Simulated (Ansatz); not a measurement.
# CH₃AlBFSe: one species, many methods

One table from this session's results is given with a row withheld; the runs are named, their logs left out.

Method: functionals in def2-TZVPP, the program's frozen cores in correlated methods; program: Ansatz 0.2.0, Gaussian basis.

The runs, in order: LDA (SPW92), PBE-D4, revPBE-D4, BLYP-D4, r2SCAN-D4, B97M-V, PBE0-D4, B3LYP-D4, r2SCANh-D4, r2SCAN0-D4, HSE06-D4, BHLYP-D4, CAM-B3LYP-D4, LC-ωPBE, ωB97X-V, ωB97M-V, B2PLYP, PBE-QIDH; CCSD(T)/def2-SVP; CCSD(T)/def2-TZVPP; MP2/def2-QZVPP; extrapolation to the limit; RPA on PBE.

## Structure used throughout

The geometry comes from an earlier relaxation with PBE0-D4 in a triple-zeta def2 set; it is a stationary point, not always the lowest conformer.

SMILES `FB1[CH2][AlH][Se]1`, 8 atoms, charge 0, spin multiplicity 1.

Atoms are counted from 1 here; the program's logs count them from 0.

Bond lengths: F1–B2 1.322 Å, B2–C3 1.561 Å, B2–Se5 1.996 Å, C3–Al4 1.954 Å, C3–H6 1.089 Å, C3–H7 1.099 Å, Al4–Se5 2.316 Å, Al4–H8 1.576 Å. Angles: F1–B2–C3 125.8°, F1–B2–Se5 120.3°, C3–B2–Se5 113.5°, B2–C3–Al4 86.3°, B2–C3–H6 117.6°, B2–C3–H7 109.7°, Al4–C3–H6 127.8°, Al4–C3–H7 104.2°, H6–C3–H7 108.8°, C3–Al4–Se5 88.2°, C3–Al4–H8 139.8°, Se5–Al4–H8 131.9°, B2–Se5–Al4 67.9°.

The first run:

File in.yaml:

```yaml
crystal:
  periodic: [false, false, false]
  atoms:
    - {symbol: F, position_ang: [-1.674931, 1.658798, 0.435665]}
    - {symbol: B, position_ang: [-0.810984, 0.802129, -0.082432]}
    - {symbol: C, position_ang: [0.545949, 0.372627, 0.557994]}
    - {symbol: Al, position_ang: [0.358758, -1.283667, -0.460879]}
    - {symbol: Se, position_ang: [-1.283180, -0.240329, -1.717618]}
    - {symbol: H, position_ang: [0.653429, 0.484513, 1.636294]}
    - {symbol: H, position_ang: [1.372056, 0.901216, 0.062644]}
    - {symbol: H, position_ang: [0.931003, -2.752287, -0.487467]}
basis:
  gaussian: {orbitals: def2-TZVPP}
hamiltonian: {xc: lda}
output: {orbitals: {seedname: orbitals}}
```

Among the steps run: LDA; PBE-D4 (GGA); revPBE-D4 (GGA); BLYP-D4 (GGA); r2SCAN-D4 (meta-GGA); B97M-V (meta-GGA); PBE0-D4 (hybrid); B3LYP-D4 (hybrid); r2SCANh-D4 (hybrid); r2SCAN0-D4 (hybrid); HSE06-D4 (hybrid); BHLYP-D4 (hybrid); CAM-B3LYP-D4 (range-separated); LC-ωPBE (range-separated); ωB97X-V (range-separated); ωB97M-V (range-separated); B2PLYP (double hybrid); PBE-QIDH (double hybrid).

One table of the session follows, with a row left open; its other results are not shown here.

It belongs to the step «Orbital energies across the functionals». 

```
  functional  HOMO (eV)  LUMO (eV)  gap (eV)
 LDA (SPW92)          ?          ?         ?
      PBE-D4      -6.43      -2.13      4.30
   revPBE-D4      -6.37      -2.03      4.35
     BLYP-D4      -6.23      -2.00      4.23
   r2SCAN-D4      -6.68      -1.84      4.85
      B97M-V      -6.69      -1.95      4.74
     PBE0-D4      -7.49      -1.40      6.09
    B3LYP-D4      -7.23      -1.59      5.65
  r2SCANh-D4      -7.07      -1.59      5.48
  r2SCAN0-D4      -7.66      -1.23      6.43
    HSE06-D4      -7.10      -1.77      5.33
    BHLYP-D4      -8.36      -0.63      7.73
CAM-B3LYP-D4      -8.68      -0.47      8.21
     LC-ωPBE     -10.00       0.58     10.59
     ωB97X-V      -9.67       0.48     10.15
     ωB97M-V      -9.55       0.21      9.76
```

Q: Estimate the row for LDA (SPW92) from the others.

As computed: HOMO (eV): -6.59; LUMO (eV): -2.38; gap (eV): 4.21. In the column «HOMO (eV)» it lies between r2SCAN-D4 (-6.68) and PBE-D4 (-6.43).
